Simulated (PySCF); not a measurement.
**HgH₂: a search over shapes**

Which structure of HgH₂ lies lowest? The starts are linear, bent and side-on; the spin state tried: singlet. Each end point is tested by its vibrations.

The runs use PySCF 2.14.0; PBE0, basis Hg def2-TZVP with ECP60, H def2-TZVP, scalar-relativistic core potentials, no spin–orbit coupling, density fitting.

## Step 1: Where the work starts

3 atoms, charge 0, spin multiplicity 1.

Bond lengths: Hg1–H2 1.650 Å, Hg1–H3 1.650 Å. Angles: H2–Hg1–H3 180.0°.

Z-matrix (Å, degrees; charge 0 multiplicity 1):
```
Hg
H  1 1.6500
H  1 1.6500 2 180.00
```

## Step 2: Relaxing the singlet from the linear start

One driver script runs all steps and calls PySCF; scf.py shows how it sets up the SCF of each step. The optimiser is the driver's own. Before each start the driver seeks the lowest SCF state from one or more starting densities and follows internal instabilities, so scf.py alone need not reach the same state.

The program finds D∞h symmetry in the start, which this walk keeps. The walk stops when the largest gradient is under 0.0003 Eh/bohr and the energy has settled too.

Input file scf.py:

```python
from pyscf import gto, scf, dft
mol = gto.M(atom='''
Hg     0.000000     0.000000     0.000000
H      0.000000     0.000000     1.650000
H      0.000000     0.000000    -1.650000''',
    basis={'Hg': 'def2-TZVP', 'H': 'def2-TZVP'},
    ecp={'Hg': 'def2-TZVP'},
    charge=0, spin=0)
mf = dft.RKS(mol, xc='PBE0')
mf.grids.atom_grid = (50, 194)
aux = {'Hg': 'def2-universal-JKFIT', 'H': 'def2-universal-JKFIT'}
mf = mf.density_fit(auxbasis=aux)
mf.kernel()
```

The runs that follow: Hessian and properties; Relaxation: bent start, singlet; Relaxation: side-on start, singlet.

**Question.** What will these runs give? Wanted: lowest minimum; geometry; wavenumbers; dipole moment; highest occupied, lowest empty level; polar-tensor charge of Hg1; zero-point energy; atomisation energy.

As calculated:

| quantity | value |
| --- | --- |
| lowest minimum | singlet, D∞h |
| geometry | Hg–H 1.649 Å (×2); H–Hg–H 180.0° |
| wavenumbers (cm⁻¹) | 808 (πu), 1951 (σu+), 2073 (σg+) |
| dipole moment | 0.00 D |
| highest occupied, lowest empty level | -8.09, -0.78 eV |
| polar-tensor charge of Hg1 | +0.50 e |
| zero-point energy | 33.7 kJ/mol |
| entropy at 298.15 K | 214.4 J/(mol K) |
| atomisation energy (no zero-point energy) | 358 kJ/mol |

In words: The lowest minimum found is the singlet of D∞h symmetry. The strongest infrared band lies at 1951 cm⁻¹ (σu+, stretch). The dipole vanishes although Hg1 carries +0.5 e by the polar tensor: the bond dipoles cancel. A search over typed starts can miss a lower isomer. Spin–orbit coupling, left out here, can matter for elements this heavy.
